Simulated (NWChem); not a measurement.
# C3H7Br (1-bromopropane) at 5 levels

Wanted: a comparison of 5 runs (PBE0/def2-SVP, B3LYP/def2-SVP, BHLYP/def2-SVP, M06-2X/def2-SVP, M06-L/def2-SVP) of C3H7Br (1-bromopropane). 

The calculation is run with NWChem 7.3.0.

### 1 Starting point

C3H7Br has 11 atoms, charge 0, and is taken as a singlet. As SMILES, `CCCBr`. The shape is that of a PBE0-D4/def2-TZVP optimisation. This is one conformer, not always the lowest.

Bond lengths: C1–C2 1.517 Å, C2–C3 1.510 Å, C3–Br4 1.953 Å, C1–H5 1.092 Å, C1–H6 1.092 Å, C1–H7 1.093 Å, C2–H8 1.094 Å, C2–H9 1.098 Å, C3–H10 1.089 Å, C3–H11 1.088 Å. Some angles: C1–C2–C3 114.2°, C2–C3–Br4 112.5°, C1–C2–H8 110.4°, C1–C2–H9 109.7°, C3–C2–H8 109.3°, C3–C2–H9 106.4°, C2–C1–H5 111.0°, C2–C1–H6 110.9°, C2–C1–H7 111.1°, C2–C3–H10 112.1°.

### 2 Energy and forces at PBE0/def2-SVP (run 1)

c3h7br.nw

```
start c3h7br
title "C3H7Br"
memory stack 880 mb heap 220 mb global 1100 mb
geometry units angstroms noautosym nocenter noautoz
 C     -0.555400     1.176300     0.174600
 C     -0.232700    -0.258200     0.548300
 C      0.751200    -0.933400    -0.376500
 Br     0.042600    -1.165200    -2.181600
 H     -1.020500     1.228900    -0.811600
 H     -1.242800     1.621500     0.896400
 H      0.349400     1.789900     0.151000
 H     -1.148000    -0.854800     0.598800
 H      0.212600    -0.288200     1.551000
 H      1.664500    -0.352300    -0.499500
 H      1.004600    -1.937400    -0.042700
end
basis spherical bse
 * library def2-SVP
end
dft
 xc pbe0
 mult 1
 grid fine
 convergence energy 1e-08
 iterations 100
 mulliken
 print low
end
task dft gradient
```

Started as:

```bash
$ nwchem c3h7br.nw > c3h7br.out
```

Log:

```text
[...]
 d= 0,ls=0.0,diis     1  -2691.8120547737 -2.94D+03  6.77D-03  3.51D-01     3.4
[...]
 d= 0,ls=0.0,diis     8  -2691.8517070396 -2.17D-09  1.49D-06  4.46D-08    21.2
         Total DFT energy =    -2691.851707039570
      One electron energy =    -4229.114526357354
           Coulomb energy =     1401.509927785255
    Exchange-Corr. energy =     -109.789746365916
 Nuclear repulsion energy =      245.542637898445
[...]
                         DFT ENERGY GRADIENTS
    atom               coordinates                        gradient
                 x          y          z           x          y          z
   1 C      -1.049554   2.222885   0.329946   -0.000636   0.004146  -0.002048
   2 C      -0.439739  -0.487927   1.036137   -0.002448  -0.003710   0.003415
   3 C       1.419562  -1.763870  -0.711482    0.006200  -0.000818   0.003160
   4 Br      0.080502  -2.201909  -4.122626   -0.000031   0.000351   0.001013
   5 H      -1.928465   2.322284  -1.533702    0.002472  -0.000360   0.005302
   6 H      -2.348551   3.064191   1.693950    0.003595  -0.002604  -0.003592
   7 H       0.660270   3.382421   0.285349   -0.004443  -0.003399   0.000125
   8 H      -2.169405  -1.615338   1.131568    0.004677   0.003330  -0.000546
   9 H       0.401756  -0.544619   2.930965   -0.001843   0.000373  -0.004863
  10 H       3.145449  -0.665750  -0.943918   -0.005592  -0.003003   0.000235
  11 H       1.898419  -3.661155  -0.080691   -0.001953   0.005694  -0.002200
[...]
```

Wall time 28 s (1 thread of AMD EPYC 9R14 (Zen 4), shared host); peak memory 0.13 GiB.

### 3 Energy and forces at B3LYP/def2-SVP (run 2)

run.py

```python
from ase import Atoms
from ase.calculators.nwchem import NWChem

mol = Atoms(['C', 'C', 'C', 'Br', 'H', 'H', 'H', 'H', 'H', 'H', 'H'], positions=[
    [-0.555400, 1.176300, 0.174600],
    [-0.232700, -0.258200, 0.548300],
    [0.751200, -0.933400, -0.376500],
    [0.042600, -1.165200, -2.181600],
    [-1.020500, 1.228900, -0.811600],
    [-1.242800, 1.621500, 0.896400],
    [0.349400, 1.789900, 0.151000],
    [-1.148000, -0.854800, 0.598800],
    [0.212600, -0.288200, 1.551000],
    [1.664500, -0.352300, -0.499500],
    [1.004600, -1.937400, -0.042700],
])

calc = NWChem(
    label='c3h7br',
    theory='dft',
    memory='2200 mb',
    basis='def2-SVP',
    basispar='spherical bse',
    dft={'xc': 'b3lyp', 'mult': '1', 'grid': 'fine', 'convergence': 'energy 1e-08', 'iterations': '100', 'mulliken': None},
)
mol.calc = calc

forces = mol.get_forces()
e = mol.get_potential_energy()
print(f"E = {e:.6f} eV")
print("forces (eV/A):")
for s, f in zip(mol.symbols, forces):
    print(f"{s:2s} {f[0]:10.5f} {f[1]:10.5f} {f[2]:10.5f}")
print("dipole (e A):", mol.get_dipole_moment().round(4))
```

Started as:

```bash
$ export ASE_NWCHEM_COMMAND="nwchem PREFIX.nwi > PREFIX.nwo"
$ python run.py
```

Log:

```text
E = -73261.899184 eV
forces (eV/A):
C    -0.03564   -0.02304    0.06135
C     0.06130    0.08330   -0.00067
C    -0.05770   -0.02458    0.01522
Br   -0.12300   -0.09822   -0.45323
H    -0.13462    0.03641   -0.27521
H    -0.20471    0.15596    0.20636
H     0.25346    0.20024   -0.00715
H    -0.26056   -0.17915    0.03723
H     0.10017   -0.01435    0.28714
H     0.29161    0.14876    0.00458
H     0.10973   -0.28529    0.12444
dipole (e A): [0.1049 0.0699 0.3821]
```

The calculator wrote c3h7br.nwi:

```
title "c3h7br"

permanent_dir c3h7br

scratch_dir c3h7br

start c3h7br

geometry units angstrom nocenter noautosym noautoz
  C  -5.5540000000000000e-01 1.1762999999999999e+00 1.7460000000000001e-01
  C  -2.3269999999999999e-01 -2.5819999999999999e-01 5.4830000000000001e-01
  C  7.5119999999999998e-01 -9.3340000000000001e-01 -3.7650000000000000e-01
  Br 4.2599999999999999e-02 -1.1652000000000000e+00 -2.1816000000000000e+00
  H  -1.0205000000000000e+00 1.2289000000000001e+00 -8.1159999999999999e-01
  H  -1.2427999999999999e+00 1.6214999999999999e+00 8.9639999999999997e-01
  H  3.4939999999999999e-01 1.7899000000000000e+00 1.5100000000000000e-01
  H  -1.1479999999999999e+00 -8.5480000000000000e-01 5.9880000000000000e-01
  H  2.1260000000000001e-01 -2.8820000000000001e-01 1.5509999999999999e+00
  H  1.6645000000000001e+00 -3.5230000000000000e-01 -4.9950000000000000e-01
  H  1.0045999999999999e+00 -1.9374000000000000e+00 -4.2700000000000002e-02
end

memory 2200 mb

basis spherical bse noprint
   * library def2-SVP
end

dft
  xc b3lyp
  mult 1
  grid fine
  convergence energy 1e-08
  iterations 100
  mulliken
end

task dft gradient
```

c3h7br.nwo:

```text
Northwest Computational Chemistry Package (NWChem) 7.3.0
             --------------------------------------------------------

           Job information
           ---------------

    nwchem branch   = 7.3.0
    use scalapack   = T
    input           = c3h7br.nwi
    prefix          = c3h7br.
    data base       = c3h7br/c3h7br.db
    status          = startup
    nproc           =        1

           Memory information
           ------------------

[... 5 lines left out ...]
    hardfail = no
[... 110 lines left out ...]
  convergence criterion.
[... 42 lines left out ...]
          Spatial weights used:  Erf1
[... 32 lines left out ...]
 1-e energy   =   -4224.906102
[... 41 lines left out ...]
           Coulomb energy =     1401.395870956087
[... 848 lines left out ...]
          Convergence on density requested:  1.00D-05
[... 28 lines left out ...]
          total energy or number of iterations.
[... 36 lines left out ...]
                 ----------------------------------------
                 |  Time  |  1-e(secs)   |  2-e(secs)   |
                 ----------------------------------------
                 |  CPU   |       0.01   |       3.55   |
                 ----------------------------------------
                 |  WALL  |       0.01   |       3.55   |
                 ----------------------------------------

 Task  times  cpu:       25.8s     wall:       25.8s
 Total times  cpu:       25.8s     wall:       25.8s
```

Wall time 27 s (1 thread of AMD EPYC 9R14 (Zen 4), shared host); peak memory 0.13 GiB.

Runs 3 to 4 aren't shown in full; the table further down has their settings and results.

### 4 Energy and gradient at M06-L/def2-SVP (run 5)

a.nw

```
start a
title "C3H7Br"
memory total 2200 mb
charge 0

geometry units angstrom noautosym nocenter noautoz
C       -0.555400       1.176300       0.174600
C       -0.232700      -0.258200       0.548300
C        0.751200      -0.933400      -0.376500
Br       0.042600      -1.165200      -2.181600
H       -1.020500       1.228900      -0.811600
H       -1.242800       1.621500       0.896400
H        0.349400       1.789900       0.151000
H       -1.148000      -0.854800       0.598800
H        0.212600      -0.288200       1.551000
H        1.664500      -0.352300      -0.499500
H        1.004600      -1.937400      -0.042700
end

basis spherical bse
* library def2-SVP
end

dft
xc m06-l
grid fine
convergence energy 1e-08
maxiter 100
mulliken
end

task dft gradient
```

Started as:

```bash
$ nwchem a.nw > a.out
```

Log:

```text
[...]
          Wavefunction type:  closed shell.
          No. of atoms     :    11
          No. of electrons :    60
[...]
          Charge           :     0
          Spin multiplicity:     1
[...]
          AO basis - number of functions:   109
[...]
              XC Information
              --------------
                        M06-L Method XC Functional
                         M06-L Exchange Functional  1.000
                       M06-L Correlation Potential  1.000
[...]
 d= 0,ls=0.0,diis     1  -2692.1407814003 -2.94D+03  7.90D-03  3.38D-01     3.8
[...]
 d= 0,ls=0.0,diis    10  -2692.1838652778 -6.53D-10  5.18D-07  4.30D-09    30.6
         Total DFT energy =    -2692.183865277786
      One electron energy =    -4229.313190703662
           Coulomb energy =     1401.764805681150
    Exchange-Corr. energy =     -110.178118153720
 Nuclear repulsion energy =      245.542637898445
[...]
      Total Density - Mulliken Population Analysis
     ---------------------------------------------
    Atom       Charge   Shell Charges
 -----------   ------   -------------------------------------------------------
    1 C    6     6.11   1.99  0.90  0.22  2.10  0.88  0.02
    2 C    6     6.09   1.99  0.92  0.20  2.10  0.84  0.04
    3 C    6     6.10   1.99  0.95  0.24  2.03  0.85  0.03
    4 Br  35    35.17   2.00  2.00  2.00  1.41  0.57  6.00  5.98  2.32  2.85  8.22  1.72  0.11
    5 H    1     0.94   0.76  0.15  0.03
    6 H    1     0.94   0.76  0.15  0.03
    7 H    1     0.95   0.76  0.16  0.03
    8 H    1     0.94   0.77  0.15  0.02
    9 H    1     0.94   0.77  0.15  0.02
   10 H    1     0.91   0.76  0.12  0.02
[...]
  wavefunction    = closed shell
[...]
```

Run time: 39 s. Hardware: 1 thread of AMD EPYC 9R14 (Zen 4), shared host; peak memory 0.13 GiB.

### 5 Overview of the runs

| run | level | energy (Eh) | largest force (eV/Å) | wall time |
| --- | --- | --- | --- | --- |
| 1 | PBE0/def2-SVP | -2691.851707 | 0.360 | 28 s |
| 2 | B3LYP/def2-SVP | -2692.325158 | 0.480 | 27 s |
| 3 | BHLYP/def2-SVP | -2692.205406 | 0.113 | 25 s |
| 4 | M06-2X/def2-SVP | -2692.265670 | 0.261 | 31 s |
| 5 | M06-L/def2-SVP | -2692.183865 | 0.426 | 39 s |

### 6 Results

| quantity | value |
| --- | --- |
| run 5: total energy | -2692.18387 Eh |
| run 5: dipole moment | 1.99 D |
| run 5: HOMO energy | -6.64 eV |
| run 5: LUMO energy | -0.25 eV |
| run 5: HOMO–LUMO gap | 6.40 eV |
| run 5: largest force on an atom | 0.426 eV/Å |

What this shows: Over runs 2, 3, 4, 5 the dipole moment (its size) runs from 1.93 D (B3LYP/def2-SVP) to 2.10 D (M06-2X/def2-SVP). Over runs 2, 3, 4, 5 the HOMO–LUMO gap runs from 6.40 eV (M06-L/def2-SVP) to 10.42 eV (BHLYP/def2-SVP). Totals of different functionals can't be ranked against each other. All runs together took 2.5 min, the longest 39 s.
